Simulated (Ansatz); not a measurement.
Predict the output of the script below (Ansatz 0.2.0, Python API).

Input file `rbyo3.extxyz`:
```text
5
Lattice="4.543095 0.0 0.0 0.0 4.543095 0.0 0.0 0.0 4.543095" Properties=species:S:1:pos:R:3 pbc="T T T"
Rb    0.00000000    0.00000000    0.00000000
Y     2.27154750    2.27154750    2.27154750
O     2.27154750    2.27154750    0.00000000
O     2.27154750    0.00000000    2.27154750
O     0.00000000    2.27154750    2.27154750
```

`rbyo3_robust.py`:
```python
"""Refuse a result for RbYO3 that has doubts or was not closed by its thresholds."""

import warnings

import ansatz

rbyo3 = ansatz.Crystal.from_extxyz("rbyo3.extxyz")

model = (
    rbyo3.calculation()
    .functional(ansatz.Functional.LDA)
    .pseudopotentials("paw")
    .kpoints(6, 6, 6, center="gamma")
    .occupations("gaussian", width=0.1)
)

with warnings.catch_warnings(record=True) as caught:
    warnings.simplefilter("always")
    result = model.forces().stress().run(threads=1)
for item in caught:
    if issubclass(item.category, (ansatz.RunWarning, ansatz.DeckWarning)):
        print(item.category.__name__, "-", str(item.message)[:120])
r = result.report
doubts = r["published_state_doubts"]
if doubts or r.get("closed_by") != "deck_thresholds":
    print("rejected:", doubts, r.get("closed_by"))
else:
    print(f"accepted: F = {r['free_energy_ev']:.5f} eV")
```

```console
$ python rbyo3_robust.py
DeckWarning - basis.ecutwfc = 420 eV, auto-derived from the records' recommended cutoffs: set by Rb (normal level)
accepted: F = -8583.30663 eV
```

Total energies depend on the potentials; only differences at equal settings carry meaning. A total without «per atom» is that of the cell as typed. Spin is left out of this run. The mesh is modest for a metal, so energies can be off by several to tens of meV an atom and pressures by half a GPa or more; differences at equal mesh fare better. At these settings the cell as given stands under about -8 GPa, so it isn't at this functional's equilibrium volume. The structure comes from a database of computed cells and needn't be a stable or known phase. Hardware and time: 1.2 s on 1 thread of AMD EPYC 9R45 96-Core Processor (Zen 5) (shared host), peak memory 0.43 GiB.
